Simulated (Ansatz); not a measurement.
# H6SSn: the cost of one run

All numbers below are computed with Ansatz 0.2.0 (RKS PBE0-D4/def2-SVP).

### Step 1. Starting point

Bond lengths: Sn1–H3 1.740 Å, Sn1–H4 1.739 Å, Sn1–H5 1.739 Å, Sn1–S6 2.740 Å, S6–H7 1.400 Å. Angles: H3–Sn1–H4 109.5°, H3–Sn1–H5 109.5°, H3–Sn1–S6 178.9°, H4–Sn1–H5 109.5°, H4–Sn1–S6 70.0°, H5–Sn1–S6 70.0°, Sn1–S6–H7 109.5°.

Structure file:

```xyz
8

Sn    0.0000    0.0000    0.0000
H     0.0000    0.0000    2.0900
H     1.6408    0.0000   -0.5794
H    -0.8195    1.4198   -0.5794
H    -0.8195   -1.4198   -0.5794
S    -2.6002    0.0000    0.8640
H    -3.3558   -0.8728    0.0720
H    -1.0314    0.0000    2.1012
```

### Step 2. Pulling towards end A

Springs on the bonds that form and break draw the guess towards this end; the thresholds are loose.

input.yaml reads:

```yaml
crystal:
  periodic: [false, false, false]
  atoms:
    - { symbol: Sn, position_ang: [0.0, 0.0, 0.0] }
    - { symbol: H, position_ang: [0.0, 0.0, 2.09] }
    - { symbol: H, position_ang: [1.6408, 0.0, -0.5794] }
    - { symbol: H, position_ang: [-0.8195, 1.4198, -0.5794] }
    - { symbol: H, position_ang: [-0.8195, -1.4198, -0.5794] }
    - { symbol: S, position_ang: [-2.6002, 0.0, 0.864] }
    - { symbol: H, position_ang: [-3.3558, -0.8728, 0.072] }
    - { symbol: H, position_ang: [-1.0314, 0.0, 2.1012] }
basis:
  gaussian: { orbitals: def2-SVP }
hamiltonian:
  xc: pbe0
  dispersion: d4
relax:
  f_tol: 0.15
  max_steps: 25
  restrain:
    - { distance: [0, 5], at: 3.64, k: 30.0 }
    - { distance: [7, 1], at: 1.86, k: 30.0 }
    - { distance: [0, 1], at: 1.74, k: 30.0 }
    - { distance: [7, 5], at: 1.4, k: 30.0 }
```

Started as:

```sh
$ ansatz run input.yaml --threads 1 --pin off --max-ram 2048MiB --backend cpu --events-out ev --progress --plain --runs-dir out
```

What time and memory should one allow on 1 thread of Arm Neoverse V1, shared host?

About 32 s, with a peak of 0.15 GiB.
